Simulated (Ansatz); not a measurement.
# Y4Si8Ru7: the cost of one run

Method: DFT PBEsol, plane waves, PAW, scalar-relativistic, no spin polarisation, in Ansatz 0.2.0.

The COD entry's cell or inner coordinates are ideal or old and differ from later refinements, so a difference from it is no clean test against experiment.

## (1) The system as given

The cell holds 19 atoms (Ru7Si8Y4): a = 8.252 Å, b = 8.252 Å, c = 5.561 Å, α = 68.23°, β = 68.23°, γ = 90.00°.

The empty site lies at (10.34, 4.13, -2.36) Å, and Ru17 starts at (8.26, 6.21, -2.37) Å. All atoms were shaken by about 0.02 Å to break the symmetry.

Its coordinates follow in the input file.

## (2) The band

crystal.atoms is the first end and neb.final_atoms the second, which differs in Ru17 alone.

input.yaml

```yaml
crystal:
  lattice:
    - [0.0, 8.251674, 4.4e-07]
    - [8.251674, 0.0, 4.4e-07]
    - [2.06291875, 2.06291875, -4.73428278]
  atoms:
    - { symbol: "Y", position: [-0.00019062, -0.00279383, 0.00120972] }
    - { symbol: Ru, position: [0.1229058, 0.3760558, 0.49713964] }
    - { symbol: Si, position: [0.18874604, 0.18979836, 0.25420779] }
    - { symbol: Si, position: [0.31702606, 0.31086221, 0.74647402] }
    - { symbol: "Y", position: [-0.00310794, 0.49892047, -3.363e-05] }
    - { symbol: Ru, position: [0.3736038, 0.6286467, 0.49933344] }
    - { symbol: Ru, position: [0.12560893, 0.87433427, 0.49989217] }
    - { symbol: Si, position: [0.1898133, 0.68965006, 0.24403046] }
    - { symbol: Si, position: [0.31444555, 0.81399092, 0.75174067] }
    - { symbol: "Y", position: [0.50054621, 0.00075936, 0.00063091] }
    - { symbol: Ru, position: [0.87676816, 0.12295242, 0.50126322] }
    - { symbol: Ru, position: [0.62916886, 0.37223558, 0.50113254] }
    - { symbol: Si, position: [0.68872294, 0.18393136, 0.24677688] }
    - { symbol: Si, position: [0.8126084, 0.30973307, 0.75162074] }
    - { symbol: "Y", position: [0.49876755, 0.49719162, 0.00563895] }
    - { symbol: Ru, position: [0.87271827, 0.62273887, 0.5115921] }
    - { symbol: Ru, position: [0.62802859, 0.87631153, 0.50011368] }
    - { symbol: Si, position: [0.69102003, 0.68304468, 0.25134108] }
    - { symbol: Si, position: [0.8109275, 0.80992037, 0.7501208] }
kpoints:
  mp_grid: { grid: [2, 2, 3] }
magnetization:
  spin_polarized: false
scf:
  occupations: { method: gaussian, width: 0.1 }
hamiltonian:
  pseudopotentials: { kind: paw }
  xc: pbesol
basis:
  ecutwfc: 420
neb:
  images: 3
  relax_end_points: true
  climbing: true
  f_tol: 0.1
  max_iterations: 40
  order_check: false
  final_atoms:
    - { symbol: "Y", position: [-0.00019062, -0.00279383, 0.00120972] }
    - { symbol: Ru, position: [0.1229058, 0.3760558, 0.49713964] }
    - { symbol: Si, position: [0.18874604, 0.18979836, 0.25420779] }
    - { symbol: Si, position: [0.31702606, 0.31086221, 0.74647402] }
    - { symbol: "Y", position: [-0.00310794, 0.49892047, -3.363e-05] }
    - { symbol: Ru, position: [0.3736038, 0.6286467, 0.49933344] }
    - { symbol: Ru, position: [0.12560893, 0.87433427, 0.49989217] }
    - { symbol: Si, position: [0.1898133, 0.68965006, 0.24403046] }
    - { symbol: Si, position: [0.31444555, 0.81399092, 0.75174067] }
    - { symbol: "Y", position: [0.50054621, 0.00075936, 0.00063091] }
    - { symbol: Ru, position: [0.87676816, 0.12295242, 0.50126322] }
    - { symbol: Ru, position: [0.62916886, 0.37223558, 0.50113254] }
    - { symbol: Si, position: [0.68872294, 0.18393136, 0.24677688] }
    - { symbol: Si, position: [0.8126084, 0.30973307, 0.75162074] }
    - { symbol: "Y", position: [0.49876755, 0.49719162, 0.00563895] }
    - { symbol: Ru, position: [0.87271827, 0.62273887, 0.5115921] }
    - { symbol: Ru, position: [0.37600283, 1.12816581, 0.4980422] }
    - { symbol: Si, position: [0.69102003, 0.68304468, 0.25134108] }
    - { symbol: Si, position: [0.8109275, 0.80992037, 0.7501208] }
```

Command:

```
$ ansatz run input.yaml --threads 4 --pin off --max-ram 8192MiB --backend cpu --events-out ev --progress --plain --runs-dir out
```

**Question.** How long does this run take on 4 threads of Arm Neoverse V1, shared host, and how much memory does it need?

About 5 min, with a peak of 1.9 GiB.
